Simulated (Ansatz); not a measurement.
# CH5AlN2O: the cost of one run

Program: Ansatz 0.2.0. Level of theory: RKS B3LYP-D4/def2-SVP. These are calculated values, not measurements.

## (1) The system as given

Bond lengths: N1–C2 1.300 Å, C2–O3 1.385 Å, C2–N4 1.430 Å, N4–Al5 1.925 Å, N1–H6 1.105 Å, O3–H7 1.041 Å, N4–H8 1.046 Å, Al5–H9 1.661 Å, Al5–H10 1.568 Å. Angles: N1–C2–O3 117.6°, N1–C2–N4 124.1°, O3–C2–N4 118.1°, C2–N1–H6 119.2°, C2–O3–H7 119.9°, C2–N4–Al5 127.7°, C2–N4–H8 118.8°, Al5–N4–H8 112.9°, N4–Al5–H9 120.0°, N4–Al5–H10 121.4°, H9–Al5–H10 118.5°.

Structure file:

```xyz
10

N     0.3441   -0.6339    1.5349
C     0.2481   -0.9838    0.2866
O     0.4965   -2.3094   -0.0286
N    -0.0013   -0.0707   -0.7855
Al   -0.4958    1.7855   -0.6615
H     0.1003    0.4048    1.8243
H     0.7910   -2.9736    0.7169
H    -0.0552   -0.4423   -1.7615
H    -0.5099    2.5442    0.8163
H    -0.8348    2.6281   -1.9391
```

## (2) End point A

File input.yaml:

```yaml
crystal:
  periodic: [false, false, false]
  atoms:
    - { symbol: "N", position_ang: [0.3441, -0.6339, 1.5349] }
    - { symbol: C, position_ang: [0.2481, -0.9838, 0.2866] }
    - { symbol: O, position_ang: [0.4965, -2.3094, -0.0286] }
    - { symbol: "N", position_ang: [-0.0013, -0.0707, -0.7855] }
    - { symbol: Al, position_ang: [-0.4958, 1.7855, -0.6615] }
    - { symbol: H, position_ang: [0.1003, 0.4048, 1.8243] }
    - { symbol: H, position_ang: [0.791, -2.9736, 0.7169] }
    - { symbol: H, position_ang: [-0.0552, -0.4423, -1.7615] }
    - { symbol: H, position_ang: [-0.5099, 2.5442, 0.8163] }
    - { symbol: H, position_ang: [-0.8348, 2.6281, -1.9391] }
basis:
  gaussian: { orbitals: def2-SVP }
hamiltonian:
  xc: b3lyp
  dispersion: d4
relax:
  f_tol: 0.02
  max_steps: 50
output:
  orbitals: {}
```

The run is started by

```
> ansatz run input.yaml --threads 2 --pin off --max-ram 3072MiB --backend cpu --events-out ev --progress --plain --runs-dir out
```

**Question.** How long does this run take on 2 threads of Intel Xeon 6975P-C (Granite Rapids), shared host, and how much memory does it need?

About 13 s, with a peak of 0.22 GiB.
